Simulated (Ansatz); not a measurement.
# SrDy3Ru: the cost of one run

Computed with Ansatz 0.2.0 (DFT PBE, scalar-relativistic, plane waves, PAW; 4f electrons in the core of a trivalent norm-conserving potential, unless a step's input says otherwise).

## (1) The starting structure

Symmetry: Pm-3m, No. 221, cubic system. Conventional cell: a = 5.052 Å, b = 5.052 Å, c = 5.052 Å, α = 90.00°, β = 90.00°, γ = 90.00°. Sr (site symmetry m-3m) has 6 Dy at 2.53 Å as nearest neighbours. Dy (site symmetry 4/mmm) is surrounded by 2 Sr at 2.53 Å. Around Ru (site symmetry m-3m) lie 12 Dy at 3.57 Å.

As a file:

```xyz
5
Lattice="5.0517 0.0000 0.0000 0.0000 5.0517 0.0000 0.0000 0.0000 5.0517" Properties=species:S:1:pos:R:3 pbc="T T T"
Sr    2.5258    2.5258    2.5258
Dy    0.0000    2.5258    2.5258
Dy    2.5258    2.5258    0.0000
Dy    2.5258    0.0000    2.5258
Ru    0.0000    0.0000    0.0000
```

Recipe of the guess: species swapped into a database cell of ZrBRh3 (Pm-3m, No. 221), with Ru on the Zr sites, Sr on the B sites and Dy on the Rh sites. Its size is a rough estimate.

## (2) A first look at the guess

Input file input.yaml:

```yaml
crystal:
  lattice:
    - [5.05167575, 0.0, 0.0]
    - [0.0, 5.05167575, 0.0]
    - [0.0, 0.0, 5.05167575]
  atoms:
    - { symbol: Sr, position: [0.5, 0.5, 0.5] }
    - { symbol: Dy, position: [0.0, 0.5, 0.5] }
    - { symbol: Dy, position: [0.5, 0.5, 0.0] }
    - { symbol: Dy, position: [0.5, 0.0, 0.5] }
    - { symbol: Ru, position: [0.0, 0.0, 0.0] }
basis:
  ecutwfc: 630
kpoints:
  mp_grid: { grid: [4, 4, 4] }
hamiltonian:
  xc: pbe
  pseudopotentials:
    kind: paw
    azcp: { Dy: "pseudopotentials/pbe/nc/lanthanide_3plus/Dy.nc.azcp" }
scf:
  occupations: { method: gaussian, width: 0.1 }
  lower_state_search: "off"
output:
  forces: true
  stress: true
  eigenvalues: true
```

On the command line:

```sh
> ansatz run input.yaml --threads 1 --pin off --max-ram 2560MiB --backend cpu --events-out ev --progress --plain --runs-dir out
```

**Question.** How long does this run take on 1 thread of Arm Neoverse V2, shared host, and how much memory does it need?

About 7.7 s, with a peak of 0.42 GiB.
